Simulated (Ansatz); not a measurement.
# Ag20Pb: the cost of one run

Method: DFT PBEsol, scalar-relativistic, plane waves, PAW, in Ansatz 0.2.0.

## Step 1: The starting structure

Symmetry: P31m, No. 157, trigonal system. Conventional cell: a = 4.985 Å, b = 4.985 Å, c = 26.099 Å, α = 90.00°, β = 90.00°, γ = 120.00°. Around Ag (site symmetry 3m) lie 9 Ag at 2.88 Å. Around Ag (site symmetry m) lie 12 Ag at 2.88 Å. Ag (site symmetry 3m) is surrounded by 12 Ag at 2.88 Å. Around Ag (site symmetry m) lie 11 Ag at 2.88 Å and 1 Pb at 3.21 Å. Pb (site symmetry 3m) is surrounded by 9 Ag at 2.91 to 3.21 Å. Ag (site symmetry 3) is surrounded by 9 Ag at 2.88 Å. Only part of the 10 independent sites is listed.

As a file:

```xyz
21
Lattice="4.3169 2.4924 0.0000 0.0000 4.9847 0.0000 0.0000 0.0000 26.0989" Properties=species:S:1:pos:R:3 pbc="T T T"
Ag    0.0000    0.0000    6.0000
Ag    1.4390    0.8308    8.3498
Ag    0.0000    1.6616   10.6996
Ag    0.0000    0.0000   13.0494
Ag    1.4390    0.8308   15.3993
Ag    0.0000    1.6616   17.7491
Pb    0.0000    0.0000   20.4989
Ag    1.4390    2.4924    6.0000
Ag    2.8779    3.3231    8.3498
Ag    1.4390    4.1539   10.6996
Ag    1.4390    2.4924   13.0494
Ag    2.8779    3.3231   15.3993
Ag    1.4390    4.1539   17.7491
Ag    1.4390    2.4924   20.0989
Ag    2.8779    4.9847    6.0000
Ag    0.0000    3.3231    8.3498
Ag    2.8779    1.6616   10.6996
Ag    2.8779    4.9847   13.0494
Ag    0.0000    3.3231   15.3993
Ag    2.8779    1.6616   17.7491
Ag    2.8779    4.9847   20.0989
```

## Step 2: Relaxing the atoms: Ag20Pb slab, no spin

File input.yaml:

```yaml
crystal:
  lattice:
    - [4.3168868991, 2.4923558133, 0.0]
    - [0.0, 4.9847116266, 0.0]
    - [0.0, 0.0, 26.0988935736]
  atoms:
    - { symbol: Ag, position: [0.0, 0.0, 0.2298948031] }
    - { symbol: Ag, position: [0.3333333333, 0.0, 0.3199298688] }
    - { symbol: Ag, position: [0.0, 0.3333333333, 0.4099649344] }
    - { symbol: Ag, position: [0.0, 0.0, 0.5] }
    - { symbol: Ag, position: [0.3333333333, 0.0, 0.5900350656] }
    - { symbol: Ag, position: [0.0, 0.3333333333, 0.6800701312] }
    - { symbol: Pb, position: [0.0, 0.0, 0.7854315171] }
    - { symbol: Ag, position: [0.3333333333, 0.3333333333, 0.2298948031] }
    - { symbol: Ag, position: [0.6666666667, 0.3333333333, 0.3199298688] }
    - { symbol: Ag, position: [0.3333333333, 0.6666666667, 0.4099649344] }
    - { symbol: Ag, position: [0.3333333333, 0.3333333333, 0.5] }
    - { symbol: Ag, position: [0.6666666667, 0.3333333333, 0.5900350656] }
    - { symbol: Ag, position: [0.3333333333, 0.6666666667, 0.6800701312] }
    - { symbol: Ag, position: [0.3333333333, 0.3333333333, 0.7701051969] }
    - { symbol: Ag, position: [0.6666666667, 0.6666666667, 0.2298948031] }
    - { symbol: Ag, position: [0.0, 0.6666666667, 0.3199298688] }
    - { symbol: Ag, position: [0.6666666667, 0.0, 0.4099649344] }
    - { symbol: Ag, position: [0.6666666667, 0.6666666667, 0.5] }
    - { symbol: Ag, position: [0.0, 0.6666666667, 0.5900350656] }
    - { symbol: Ag, position: [0.6666666667, 0.0, 0.6800701312] }
    - { symbol: Ag, position: [0.6666666667, 0.6666666667, 0.7701051969] }
scf:
  occupations: { method: gaussian, width: 0.1 }
output:
  forces: true
  stress: false
  write_density: true
  write_potential: true
  elf: true
  volumetric_format: npy
hamiltonian:
  xc: pbesol
kpoints:
  mp_grid: { grid: [7, 7, 1] }
relax:
  f_tol: 0.01
```

Launch:

```console
$ ansatz run input.yaml --threads 8 --pin off --max-ram 24576MiB --backend cpu --events-out ev --progress --plain --runs-dir out
```

**Question.** How long does this run take on 8 threads of Intel Xeon Platinum 8488C (Sapphire Rapids), shared host, and how much memory does it need?

About 57 s, with a peak of 5.5 GiB.
